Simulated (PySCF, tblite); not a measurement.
# C5H9BO2: geometry, infrared bands and NMR shifts

What infrared bands and NMR shifts should C5H9BO2 (`C=C[C@H]1COB(C)O1`) show?

Computed with tblite 0.8.0 and PySCF 2.14.0, with density-fitted response routines of our own, on a single molecule in the gas phase. Atoms are numbered from 0 throughout.

### 1 The starting structure

17 atoms, charge 0, multiplicity 1; geometry from: force field or distance geometry start.

Bonds of the start (Å): C0–C1 1.33, C1–C2 1.53, C2–C3 1.53, C3–O4 1.39, O4–B5 1.45, B5–C6 1.59, B5–O7 1.45, O7–C2 1.40, C0–H8 1.09, C0–H9 1.09, C1–H10 1.08, C2–H11 1.11, C3–H12 1.13, C3–H13 1.11, C6–H14 1.10, C6–H15 1.10, C6–H16 1.12.

### 2 Geometry optimisation with GFN2-xTB

What the job is given:

```
{"job": {"kind": "relax", "xc": "GFN2-xTB", "basis": "xTB"}, "charge": 0, "multiplicity": 1}
C     -2.950500     0.016600    -0.048400
C     -1.848300     0.411100    -0.682600
C     -0.484400     0.298000    -0.006700
C     -0.047900    -1.161100     0.160200
O      1.197900    -1.328300    -0.443800
B      1.601200     0.056500    -0.622000
C      2.811600     0.586700     0.270400
O      0.474700     0.946500    -0.797800
H     -3.915400     0.113200    -0.540200
H     -2.925200    -0.396000     0.959900
H     -1.921600     0.827500    -1.672500
H     -0.544700     0.808000     0.982700
H      0.034000    -1.417200     1.260000
H     -0.761400    -1.882500    -0.294900
H      3.666300    -0.105100     0.190400
H      3.117100     1.591700    -0.062300
H      2.489700     0.646400     1.337500
```

On the command line:

```console
OMP_NUM_THREADS=1 python probes_run.py task.json out
```

This one command runs all jobs of the session in turn.

**Question.** This job is followed by: GFN2-xTB harmonic vibrations, gas phase; GIAO PBE0/pcSseg-1 NMR shielding, non-relativistic, gas phase. What will the session give for the following? strongest single infrared mode (GFN2-xTB); zero-point energy (GFN2-xTB); 13C shifts against TMS (PBE0/pcSseg-1); 1H shifts against TMS (PBE0/pcSseg-1, means over atoms taken as alike); 17O shifts against H2O (PBE0/pcSseg-1); 11B shifts against BF3·OEt2 (PBE0/pcSseg-1).

**Answer**, as computed:

| quantity | value |
| --- | --- |
| strongest single infrared mode (GFN2-xTB) | 1146 cm⁻¹, 326 km/mol |
| zero-point energy (GFN2-xTB) | 85.0 kcal/mol |
| 13C shifts against TMS (PBE0/pcSseg-1) | 150.9, 121.5, 84.1, 76.1, -5.8 ppm |
| 1H shifts against TMS (PBE0/pcSseg-1, means over atoms taken as alike) | 6.18, 5.37, 5.37, 4.88, 4.59, 4.03, 0.29 ppm |
| 17O shifts against H2O (PBE0/pcSseg-1) | 155.8, 137.8 ppm |
| 11B shifts against BF3·OEt2 (PBE0/pcSseg-1) | 33.5 ppm |

What this shows: The optimisation took 108 steps and gained 1.434 eV; among the close pairs (by a distance rule), O4–B5 changed most, from 1.453 to 1.368 Å. The lowest mode is slightly imaginary (6i cm⁻¹), a soft motion within the noise of the Hessian, so the minimum is not strictly shown. GFN2-xTB is a fitted tight-binding method: band positions and strengths are rough. Its intensities can rank the bands wrongly. C1 (alkene CH) lies farthest downfield among carbon, at 150.9 ppm; the olefinic region. The most deshielded hydrogen is H10 (hydrogen on an alkene CH), at 6.18 ppm: olefinic region. At PBE0/pcSseg-1: The largest span, 225 ppm, is at C1, where the paramagnetic term is -220 ppm.
